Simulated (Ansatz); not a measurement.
# C₂H₃ClSn: basis-set convergence

Aim: see how fast density functionals converge with the basis set for C₂H₃ClSn.

Program: Ansatz 0.2.0, Gaussian basis. Level of theory: one geometry, several basis sets. These are calculated values, not measurements.

The runs, in order: PBE0-D4/def2-SVP; ωB97M-V/def2-SVP; PBE0-D4/def2-QZVPP; ωB97M-V/def2-QZVPP; the functionals' def2-TZVPP values are taken from earlier runs.

**1. Structure used throughout**

An earlier PBE0-D4 in a triple-zeta def2 set relaxation fixed the geometry. Sn takes the def2 core potential; no spin-orbit term is included.

7 atoms, charge 0, spin multiplicity 1.

Atoms are counted from 1 here; the program's logs count them from 0.

Bond lengths: Cl1–C2 1.713 Å, C2–C3 1.321 Å, C2–Sn4 2.093 Å, C3–Sn4 2.111 Å, C3–H5 1.084 Å, Sn4–H6 1.697 Å, Sn4–H7 1.697 Å. Angles: Cl1–C2–C3 133.1°, Cl1–C2–Sn4 154.5°, C3–C2–Sn4 72.4°, C2–C3–Sn4 70.9°, C2–C3–H5 135.9°, Sn4–C3–H5 153.2°, C2–Sn4–C3 36.6°, C2–Sn4–H6 120.0°, C2–Sn4–H7 119.9°, C3–Sn4–H6 120.0°, C3–Sn4–H7 119.9°, H6–Sn4–H7 116.5°.

**2. PBE0-D4 in def2-SVP**

Contents of in.yaml:

```yaml
crystal:
  periodic: [false, false, false]
  atoms:
    - {symbol: Cl, position_ang: [-1.015031, -2.464619, 0.560109]}
    - {symbol: C, position_ang: [-0.298396, -0.942635, 0.238923]}
    - {symbol: C, position_ang: [0.897992, -0.437933, 0.483784]}
    - {symbol: Sn, position_ang: [-0.274123, 1.013864, -0.502901]}
    - {symbol: H, position_ang: [1.809918, -0.789784, 0.952932]}
    - {symbol: H, position_ang: [-0.996779, 2.265734, 0.385468]}
    - {symbol: H, position_ang: [-0.062384, 1.287372, -2.163916]}
basis:
  gaussian: {orbitals: def2-SVP}
hamiltonian: {xc: pbe0, dispersion: d4}
output: {orbitals: {seedname: orbitals}}
```

On the command line:

```
> ansatz run in.yaml --threads 2 --pin off --events-out ev --progress --plain --max-ram 4352MiB
```

The runs that follow: ωB97M-V in def2-SVP; PBE0-D4 in def2-QZVPP; ωB97M-V in def2-QZVPP.

Q: Predict the results of all the runs planned. Wanted: PBE0-D4: double and triple zeta above quadruple; ωB97M-V: double and triple zeta above quadruple.

As calculated:

| quantity | value |
| --- | --- |
| PBE0-D4: double and triple zeta above quadruple | 7.56, 0.54 eV |
| ωB97M-V: double and triple zeta above quadruple | 7.59, 0.51 eV |

In words: For PBE0-D4 the step from double to triple zeta gains 7.02 eV and the next only 0.54 eV. Total energies overstate the basis error of differences, where much of it tends to cancel. The LUMO of ωB97M-V is positive and keeps falling with the basis (0.97 to 0.34 eV): an unbound level that the basis holds in place.
